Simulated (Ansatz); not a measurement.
Working through a comparison of functionals at one structure of LuTlO₂, space group R-3m

Program: the Ansatz DFT code, driven from Python.

Input file `lutlo2.cif`:
```cif
data_LuTlO2
_cell_length_a 6.796845
_cell_length_b 6.796845
_cell_length_c 6.796845
_cell_angle_alpha 29.02086
_cell_angle_beta 29.02086
_cell_angle_gamma 29.02086
_symmetry_space_group_name_H-M 'P 1'
_symmetry_Int_Tables_number 1
loop_
_symmetry_equiv_pos_as_xyz
'x, y, z'
loop_
_atom_site_label
_atom_site_type_symbol
_atom_site_fract_x
_atom_site_fract_y
_atom_site_fract_z
Lu1 Lu    0.500000    0.500000    0.500000
Tl2 Tl    0.000000    0.000000    0.000000
O3 O    0.777563    0.777563    0.777563
O4 O    0.222437    0.222437    0.222437
```

Interactive session:
```pycon
>>> import warnings
>>> import ansatz
>>> from ase.io import read
>>> import pandas as pd
>>> warnings.simplefilter('ignore', ansatz.DeckWarning)
>>> atoms = read('lutlo2.cif')
>>> xtal = ansatz.Crystal.from_ase(atoms)
>>> xtal.resolved().tree()['lattice']
((6.796845, 0.0, 0.0), (5.9434544960207605, 3.2973399290573018, 0.0), (5.9434544960207605, 1.538236195498026, 2.9165527621861003))
>>> calc = (
...     xtal.calculation()
...     .basis(530)
...     .kpoints(6)
...     .occupations('cold', width=0.05)
...     .stress()
... )
>>> rows = []
>>> for value in ['r2scan', 'blyp', 'pbesol']:
...     data = calc.functional(value).run(threads=1, backend='cpu').report
...     rows.append((value, data['free_energy_ev'] / len(data['lattice']['sites']), data['n_iterations'], sum(data['stress_gpa'][i][i] for i in range(3)) / 3, data['n_kpoints']))
...
>>> table = pd.DataFrame(rows, columns=['functional', 'F/atom (eV)', 'iterations', 'P (GPa)', 'k-points'])
>>> table.round(5)
  functional  F/atom (eV)  iterations  P (GPa)  k-points
0     r2scan  -6836.12534           8 -0.87713        32
1       blyp  -6842.84737           9  6.53974        32
2     pbesol  -6758.30921           8 -2.83465        32
```

From lowest to highest: PBEsol (-2.8 GPa), r2SCAN (-0.9 GPa) and BLYP (6.5 GPa). At a fixed cell a lower pressure usually means a smaller equilibrium volume, so PBEsol prefers the smallest cell and BLYP the largest.

Pressure is positive in compression. Spin-orbit coupling, which matters for elements this heavy, is left out. The structure comes from a database of computed cells and needn't be a stable or known phase. Total energies of different functionals can't be compared; pressures, moments and gaps at this one structure can. Run time: 7 s on 1 thread of AMD EPYC 9R45 96-Core Processor (Zen 5), on a shared host, peak memory 0.75 GiB.
